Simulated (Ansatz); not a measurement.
**BrHNSi− (SMILES [N-]=[SiH]Br): one structure at several levels**

One table from this session's results is given with a row withheld; the runs are named, their logs left out.

Computed with Ansatz 0.2.0, Gaussian basis. Level: single points in def2-TZVPPD.

Correlated methods freeze the cores. Filled d shells of the heavier atoms are correlated.

## Where the work starts

SMILES `[N-]=[SiH]Br`, 4 atoms, charge -1, spin multiplicity 1.

Atoms are counted from 1 here; the program's logs count them from 0.

Bond lengths: N1–Si2 1.679 Å, Si2–Br3 2.559 Å, Si2–H4 1.511 Å. Angles: N1–Si2–Br3 126.9°, N1–Si2–H4 147.2°, Br3–Si2–H4 85.4°.

As a file:

```xyz
4

N     0.1561    1.3233   -1.3891
Si   -0.2113    0.2881   -0.1193
Br    1.0401   -1.8450    0.5365
H    -1.0172    0.0554    1.1369
```

Set-up of the first run:

Contents of run/in.yaml:

```yaml
crystal:
  periodic: [false, false, false]
  atoms:
    - {symbol: N, position_ang: [0.156100, 1.323300, -1.389100]}
    - {symbol: Si, position_ang: [-0.211300, 0.288100, -0.119300]}
    - {symbol: Br, position_ang: [1.040100, -1.845000, 0.536500]}
    - {symbol: H, position_ang: [-1.017200, 0.055400, 1.136900]}
basis:
  gaussian: {orbitals: "def2-TZVPPD.json"}
total_charge: -1
correlation: {method: ccsd_t}
output: {forces: true}
```

The basis file named in the input lies beside it (Basis Set Exchange, JSON).

No record of the launch command was kept for these runs.

Among the steps run: CCSD(T)/def2-TZVPPD; PBE0-D4/def2-TZVPPD; wB97M-V/def2-TZVPPD; r2SCAN-D4/def2-TZVPPD; PBE-D4/def2-TZVPPD; r2SCAN0-D4/def2-TZVPPD; LC-wPBE/def2-TZVPPD.

One of the session's tables, all rows but one given; the rest of the session is left out.

| method | RMS force component (eV/Å) | angle to CCSD(T) forces (°) |
| --- | --- | --- |
| CCSD(T) | 1.097 | reference |
| PBE0-D4 | ? | ? |
| wB97M-V | 1.617 | 6.0 |
| r2SCAN-D4 | 1.378 | 5.5 |
| PBE-D4 | 1.189 | 7.2 |
| r2SCAN0-D4 | 1.623 | 5.2 |
| LC-wPBE | 1.838 | 5.7 |

**Question.** Estimate the row for PBE0-D4.

**Answer.** RMS force component (eV/Å): 1.514; angle to CCSD(T) forces (°): 5.2. In the column «RMS force component (eV/Å)» it lies between r2SCAN-D4 (1.378) and wB97M-V (1.617).
